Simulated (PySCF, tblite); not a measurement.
# C3H12OSSi4: geometry, infrared bands and NMR shifts

Wanted: the infrared bands and NMR shifts of C3H12OSSi4 (`C#C[Si@@H](O[SiH3])[Si@H](C)S[SiH3]`), by calculation.

Programs: tblite 0.8.0 and PySCF 2.14.0, with density-fitted response routines of our own. Each step states its level of theory. These are calculated values for one molecule in the gas phase, unless marked as measured. Atoms are numbered from 0 throughout.

## 1. Starting geometry

21 atoms, charge 0, multiplicity 1; geometry from: force field or distance geometry start.

Bonds of the start (Å): C0–C1 1.22, C1–Si2 1.82, Si2–O3 1.70, O3–Si4 1.72, Si2–Si5 2.24, Si5–C6 1.86, Si5–S7 2.13, S7–Si8 2.15, C0–H9 1.06, Si2–H10 1.46, Si4–H11 1.46, Si4–H12 1.47, Si4–H13 1.49, Si5–H14 1.49, C6–H15 1.11, C6–H16 1.12, C6–H17 1.09, Si8–H18 1.47, Si8–H19 1.46, Si8–H20 1.49.

## 2. Relaxing the molecule with GFN2-xTB

The job: settings as JSON, then the geometry in Å.

```
{"job": {"kind": "relax", "xc": "GFN2-xTB", "basis": "xTB"}, "charge": 0, "multiplicity": 1}
C      2.866100     2.150900    -1.175100
C      2.170000     1.181600    -0.933700
Si     1.182600    -0.292800    -0.522400
O      1.836700    -1.083600     0.836000
Si     3.554100    -0.979400     0.774400
Si    -0.867200     0.398900     0.056700
C     -1.477400    -0.665200     1.459700
S     -2.272800     0.194000    -1.536700
Si    -4.214100     0.221200    -0.620600
H      3.449000     3.015700    -1.375300
H      1.157800    -1.199100    -1.666100
H      4.043800    -2.262100     0.290800
H      4.097000    -0.630500     2.099900
H      3.979700     0.045400    -0.222600
H     -0.788900     1.799400     0.558000
H     -1.460100    -1.744200     1.192500
H     -0.862300    -0.478000     2.371000
H     -2.517100    -0.404700     1.681900
H     -4.170500    -0.695000     0.530800
H     -5.277900    -0.155900    -1.550700
H     -4.437200     1.600300    -0.094200
```

Run with:

```console
$ OMP_NUM_THREADS=1 python probes_run.py task.json out
```

This one command runs all jobs of the session in turn.

**Question.** This job is followed by: GFN2-xTB harmonic vibrations, gas phase; GIAO PBE0/pcSseg-1 NMR shielding, non-relativistic, gas phase. Predict these results of the whole session: strongest single infrared mode (GFN2-xTB); zero-point energy (GFN2-xTB); ¹³C shifts against TMS (PBE0/pcSseg-1); ¹H shifts against TMS (PBE0/pcSseg-1, means over atoms taken as alike); ²⁹Si shifts against TMS (PBE0/pcSseg-1); ¹⁷O shifts against H2O (PBE0/pcSseg-1); ³³S shifts against CS2 (PBE0/pcSseg-1).

As calculated:

| quantity | value |
| --- | --- |
| strongest single infrared mode (GFN2-xTB) | 1078 cm⁻¹, 729 km/mol |
| zero-point energy (GFN2-xTB) | 79.7 kcal/mol |
| ¹³C shifts against TMS (PBE0/pcSseg-1) | 105.4, 89.2, -0.7 ppm |
| ¹H shifts against TMS (PBE0/pcSseg-1, means over atoms taken as alike) | 5.59, 5.22, 5.12, 4.64, 2.23, 0.55 ppm |
| ²⁹Si shifts against TMS (PBE0/pcSseg-1) | -25.3, -41.6, -42.9, -57.2 ppm |
| ¹⁷O shifts against H2O (PBE0/pcSseg-1) | 9.8 ppm |
| ³³S shifts against CS2 (PBE0/pcSseg-1) | -327 ppm |

**Reading.** Over 233 steps the energy fell by 1.117 eV; of the close pairs, O3–Si4 changed most, 1.722 to 1.617 Å. The lowest mode is imaginary (33i cm⁻¹), so the xTB geometry is not a minimum. The strongest single mode, at 1078 cm⁻¹, moves mainly O3. GFN2-xTB is a fitted tight-binding method: band positions and strengths are rough. Its intensities can rank the bands wrongly. At PBE0/pcSseg-1: The largest span, 291 ppm, is at C1, where the paramagnetic term is -164 ppm.
